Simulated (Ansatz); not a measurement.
# PBE-QIDH/cc-pVDZ run of CH6GeO (SMILES C[O][GeH3])

Aim: the electronic atomisation energy of CH6GeO at PBE-QIDH/cc-pVDZ, from 5 runs. 

Program for the calculation: Ansatz 0.2.0.

64 further runs of the same task are left out: 64 set aside as unsound or not needed.

## Step 1: The system as given

CH6GeO has 9 atoms, charge 0, and is taken as a singlet. SMILES: `C[O][GeH3]`. Geometry: relaxed at PBE0-D4/def2-TZVP.

Bond lengths: C1–O2 1.406 Å, O2–Ge3 1.779 Å, C1–H4 1.093 Å, C1–H5 1.099 Å, C1–H6 1.099 Å, Ge3–H7 1.542 Å, Ge3–H8 1.531 Å, Ge3–H9 1.542 Å. Some angles: C1–O2–Ge3 117.8°, O2–C1–H4 108.1°, O2–C1–H5 112.2°, O2–C1–H6 112.2°, O2–Ge3–H7 108.9°, O2–Ge3–H8 104.9°, O2–Ge3–H9 108.9°, H4–C1–H5 108.0°, H4–C1–H6 108.0°, H5–C1–H6 108.1°.

## Step 2: The energy at PBE-QIDH/cc-pVDZ

The input, job.yaml:

```yaml
crystal:
  periodic: [false, false, false]
  atoms:
    - {symbol: C, position_ang: [-0.461600, 0.939500, -0.879600]}
    - {symbol: O, position_ang: [-0.657300, -0.383600, -0.447300]}
    - {symbol: Ge, position_ang: [0.409500, -1.004400, 0.834300]}
    - {symbol: H, position_ang: [-1.194400, 1.152600, -1.661500]}
    - {symbol: H, position_ang: [0.540900, 1.094500, -1.301500]}
    - {symbol: H, position_ang: [-0.607700, 1.666800, -0.069200]}
    - {symbol: H, position_ang: [1.870200, -0.939000, 0.345100]}
    - {symbol: H, position_ang: [-0.054100, -2.444000, 1.070300]}
    - {symbol: H, position_ang: [0.242900, -0.128600, 2.092200]}
basis:
  gaussian:
    orbitals: cc-pVDZ
correlation:
  frozen_orbitals: {C: 1, Ge: 9, H: 0, O: 1}
output:
  orbitals: {seedname: orbitals}
accuracy: high
hamiltonian:
  xc: {name: PBE-QIDH}
```

On the command line:

```
$ ansatz run job.yaml --threads 1 --pin off --max-ram 3480MiB --events-out events.jsonl --progress --plain --runs-dir runs
```

The program printed:

```text
Warning: RAYON_NUM_THREADS=1 ignored (pool sized by the plan → 1); use --threads N
Functional definition: PBE-QIDH
  name "PBE-QIDH"
  parameter a = 3^(-1/3)
  parameter c = 1/3
  exchange = (1 - a)*pbe_x + a*exact_x
  correlation = (1 - c)*pbe_c + c*(mp2_os + mp2_ss)
2014 factors; integrals over basis functions are off by at most 4.4e-9 eV
mean field evaluation 1: about -59670.0400 eV, gradient 3.2e1 eV
mean field evaluation 2: about -59670.1024 eV, gradient 3.2e1 eV
mean field evaluation 4: about -59672.1502 eV, gradient 2.9e0 eV
mean field evaluation 8: about -59672.1701 eV, gradient 2.3e-2 eV
mean field evaluation 16: about -59672.1701 eV, gradient 6.5e-6 eV
mean field -59672.17010388 eV, -2192.9118040680 hartree, gradient 1.8e-8 eV, S^2 0.000000; 0 other end points of the search recorded, 0 dependent functions left out
11 core orbitals not correlated: weight in the atoms' cores, before any rotation towards them, 1.000 or more for the frozen orbitals, at most 0.000 for the correlated occupied ones
reference -59672.17010492 eV, -2192.9118041062 hartree; 15, 15 occupied and 59, 59 virtual orbitals, 2014 factors
second order -14.05032133 eV of doubles, -0.00000000 eV of singles
Total energy: -59676.85354536 eV, -2193.0839173680 hartree
```

Run time: 9.9 s. Hardware: 1 thread of Arm Neoverse V2, shared host; peak memory 0.3 GiB.

## Step 3: The C atom, same level

The input, input.yaml:

```yaml
crystal:
  periodic: [false, false, false]
  atoms:
    - {symbol: C, position_ang: [0.000000, 0.000000, 0.000000]}
basis:
  gaussian: {orbitals: cc-pVDZ}
total_charge: 0
magnetization: {spin_polarized: true, initial_magnetization: 2}
hamiltonian: {xc: {name: PBE-QIDH}}
correlation: {frozen_orbitals: {C: 1}}
accuracy: high
```

Run the same way, it converges to -37.78950 Eh (log not shown).

## Step 4: The Ge atom

The input, job.yaml:

```yaml
crystal:
  periodic: [false, false, false]
  atoms:
    - {symbol: Ge, position_ang: [0.000000, 0.000000, 0.000000]}
basis:
  gaussian: {orbitals: cc-pVDZ}
magnetization: {spin_polarized: true, initial_magnetization: 2}
hamiltonian: {xc: {name: PBE-QIDH}}
correlation: {frozen_orbitals: {Ge: 9}}
accuracy: high
```

Run the same way, it converges to -2076.24661 Eh (log not shown).

## Step 5: The H atom, same level

The input, run.yaml:

```yaml
crystal:
  periodic: [false, false, false]
  atoms:
    - symbol: H
      position_ang: [0.000000, 0.000000, 0.000000]
basis:
  gaussian:
    orbitals: cc-pVDZ
magnetization:
  spin_polarized: true
  initial_magnetization: 1
hamiltonian:
  xc: {name: PBE-QIDH}
correlation:
  frozen_orbitals: {H: 0}
accuracy: high
```

Run the same way, it converges to -0.50124 Eh (log not shown).

## Step 6: The O atom at the same level

The input, molecule.yaml:

```yaml
crystal:
  periodic: [false, false, false]
  atoms:
    - {symbol: O, position_ang: [0.000000, 0.000000, 0.000000]}
basis:
  gaussian:
    orbitals: cc-pVDZ
total_charge: 0
magnetization:
  spin_polarized: true
  initial_magnetization: 2
hamiltonian:
  xc: {name: PBE-QIDH}
correlation:
  frozen_orbitals: {O: 1}
accuracy: high
```

Run the same way, it converges to -74.97250 Eh (log not shown).

## Step 7: What came out

Level: PBE-QIDH/cc-pVDZ, 11 core orbitals frozen.

| quantity | value |
| --- | --- |
| molecule: total energy | -2193.08392 Eh |
| molecule: HOMO energy (SCF part's orbitals) | -10.16 eV |
| molecule: LUMO energy (SCF part's orbitals) | 2.35 eV |
| molecule: HOMO–LUMO gap (SCF part's orbitals) | 12.51 eV |
| C atom: total energy | -37.78950 Eh |
| C atom: ⟨S²⟩ | 2.004 |
| Ge atom: total energy | -2076.24661 Eh |
| Ge atom: ⟨S²⟩ | 2.006 |
| H atom: total energy | -0.50124 Eh |
| H atom: ⟨S²⟩ | 0.750 |
| O atom: total energy | -74.97250 Eh |
| O atom: ⟨S²⟩ | 2.003 |
| electronic atomisation energy | 29.058 eV |

What this shows: Taking the molecule apart into free atoms costs 29.06 eV (2804 kJ/mol), before zero-point energy and without spin-orbit coupling.
